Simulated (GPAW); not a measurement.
Crystal: BiTe.

```
Bi Te
1.0
     0.00000    3.23500    3.23500
     3.23500    0.00000    3.23500
     3.23500    3.23500    0.00000
Bi Te
1 1
Cartesian
  0.0000 0.0000 0.0000
  3.2350 3.2350 3.2350
```

```yaml
Program: GPAW 26.7.0
Task: relaxation of cell and atoms
Functional: PBEsol
Dispersion: D4
Potentials_or_basis: PAW data sets generated in the run's folder for this functional
Cutoff: 600 eV
Basis: pw
k_mesh: 7 × 7 × 7
Occupations: fermi-dirac, width 0.05 eV
Spin: no spin polarisation
```

At the start: pressure -3.0 GPa; volume 33.86 Å³/atom.

Where does the relaxation end?

Over 4 steps the energy falls by 19.5 meV/atom and the volume is 31.87 Å³/atom (-5.9 %); space group Fm-3m (No. 225, to 0.05 Å).

The path:
| step | energy change (eV) | largest force (eV/Å) | pressure (GPa) | volume (Å³) |
| --- | --- | --- | --- | --- |
| 1 | 0.0000 | 0.0000 | -3.01 | 67.71 |
| 2 | -0.0153 | 0.0000 | -2.40 | 66.79 |
| 3 | -0.0388 | 0.0000 | 0.21 | 63.49 |
| 4 | -0.0390 | 0.0000 | -0.01 | 63.73 |

Final structure:
```
Bi Te
1.0
     0.00000    3.17039    3.17039
     3.17039    0.00000    3.17039
     3.17039    3.17039    0.00000
Bi Te
1 1
Direct
  0.00000 0.00000 0.00000
  0.50000 0.50000 0.50000
```

Caveat: later steps reuse the first step's grids; pairwise dispersion overbinds metals, which lowers pressure and volume.
